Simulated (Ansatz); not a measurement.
Write a Python script for Ansatz 0.2.0 through its Python package that makes an atomisation energy of C2H5F, SMILES CCF. Use (for the species named): CAM-B3LYP, cc-pVDZ basis, multiplicity 1.

```xyz
8

C    -0.4058    0.5167   -0.2457
C     0.3601   -0.6115    0.2335
F     1.5828   -0.1709    0.5205
H    -1.3973    0.2607   -0.5136
H     0.0123    0.9986   -1.1609
H    -0.5028    1.3573    0.5073
H     0.4749   -1.3812   -0.5285
H    -0.0321   -1.0268    1.1316
```

The script, `tae.py`:
```python
# -*- coding: utf-8 -*-
"""Energy to split C2H5F into its atoms."""

from collections import Counter

import ansatz
from ase import Atoms

BASIS = "cc-pVDZ"
XC = "CAM-B3LYP"


def energy(molecule, charge=0, unpaired=0):
    calc = (
        molecule.calculation()
        .basis(gaussian=BASIS)
        .functional(XC)
        .scf(lower_state_search="off")
    )
    if charge:
        calc = calc.charge(charge)
    if unpaired:
        calc = calc.spin("collinear", total=unpaired)
    report = calc.run().report
    if report["published_state_doubts"]:
        print("  doubts:", report["published_state_doubts"])
    return report["free_energy_ev"]


def main():
    atoms = Atoms(["C", "C", "F", "H", "H", "H", "H", "H"], positions=[
        (-0.4058, 0.5167, -0.2457),
        (0.3601, -0.6115, 0.2335),
        (1.5828, -0.1709, 0.5205),
        (-1.3973, 0.2607, -0.5136),
        (0.0123, 0.9986, -1.1609),
        (-0.5028, 1.3573, 0.5073),
        (0.4749, -1.3812, -0.5285),
        (-0.0321, -1.0268, 1.1316),
    ])
    system = ansatz.Crystal.molecule_from_ase(atoms)

    # Hund ground states
    unpaired = {"C": 2, "F": 1, "H": 1}
    counts = Counter(site.symbol for site in system.cartesian_sites)
    atom_energy = {s: energy(ansatz.Crystal.molecule().atom(s, (0, 0, 0)), 0, unpaired[s]) for s in counts}
    whole = energy(system, 0, 0)
    for s, e in atom_energy.items():
        print(f"{s:2s} x{counts[s]}  {e:14.5f} eV")
    print(f"C2H5F: {whole:.5f} eV")
    split = sum(counts[s] * e for s, e in atom_energy.items()) - whole
    print(f"atomisation energy (no zero-point term): {23.060548 * split:.1f} kcal/mol, {split / sum(counts.values()):.3f} eV an atom")


if __name__ == "__main__":
    main()
```

```console
$ python tae.py
C  x2     -1029.38945 eV
F  x1     -2713.04305 eV
H  x5       -13.54839 eV
C2H5F: -4870.21777 eV
atomisation energy (no zero-point term): 706.9 kcal/mol, 3.832 eV an atom
```

706.9 kcal/mol from the electronic energies, without the zero-point term.

Reading the output:
- The settings weren't tested for convergence.
- The geometry is a force-field or estimated start, not a minimum of this method, and the basis set is short of its limit. All parts are taken at fixed geometry, without zero-point energy.
- The whole script took 1.2 s on 1 thread of AMD EPYC 9R14 (Zen 4), on a shared host, peak memory 0.2 GiB.

(A comment or docstring line of the script was reworded after the run, the code is as it ran; lines on the test bed's own set-up are left out of the output.)
